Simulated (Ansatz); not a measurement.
# CH4BFN2: the cost of one run

The runs use Ansatz 0.2.0, Gaussian basis; the settings change from run to run.

## 1. The relaxed structure

The structure was relaxed beforehand with PBE0-D4 in a triple-zeta def2 set.

9 atoms, charge 0, spin multiplicity 1.

Atoms are counted from 1 here; the program's logs count them from 0.

Bond lengths: B1–N2 1.407 Å, B1–H6 1.193 Å, B1–H7 1.187 Å, N2–C3 1.379 Å, N2–H8 1.009 Å, C3–N4 1.245 Å, C3–F5 1.351 Å, N4–H9 1.014 Å. Angles: N2–B1–H6 116.6°, N2–B1–H7 119.6°, H6–B1–H7 123.8°, B1–N2–C3 127.0°, B1–N2–H8 120.3°, C3–N2–H8 112.7°, N2–C3–N4 126.9°, N2–C3–F5 109.2°, N4–C3–F5 123.9°, C3–N4–H9 111.6°.

## 2. CAM-B3LYP/def2-SVPD

Options: atoms shaken by 0.08 Å, D3(BJ) with three-body dispersion, high accuracy, the search for lower states set to full.

Contents of in.yaml:

```yaml
crystal:
  periodic: [false, false, false]
  atoms:
    - {symbol: B, position_ang: [-0.640516, 0.624801, -1.270460]}
    - {symbol: N, position_ang: [0.229735, -0.042189, -0.579497]}
    - {symbol: C, position_ang: [0.230619, -0.227854, 0.821760]}
    - {symbol: N, position_ang: [-0.715418, -0.131457, 1.509727]}
    - {symbol: F, position_ang: [1.490639, -1.025858, 1.092600]}
    - {symbol: H, position_ang: [-0.344477, 0.743545, -2.506290]}
    - {symbol: H, position_ang: [-1.476702, 1.045745, -0.696942]}
    - {symbol: H, position_ang: [1.170079, -0.358467, -0.928838]}
    - {symbol: H, position_ang: [-0.457189, -0.483274, 2.504089]}
basis:
  gaussian: {orbitals: def2-SVPD}
hamiltonian: {xc: {name: CAM-B3LYP}, dispersion: d3bjatm}
accuracy: high
scf: {lower_state_search: full}
output: {forces: true}
```

The run is started by

```sh
$ ansatz run in.yaml --threads 2 --pin off --events-out ev --progress --plain --max-ram 4352MiB
```

**Question.** How long does this run take on 2 threads of Arm Neoverse V1, shared host, and how much memory does it need?

About 12 s, with a peak of 0.68 GiB.
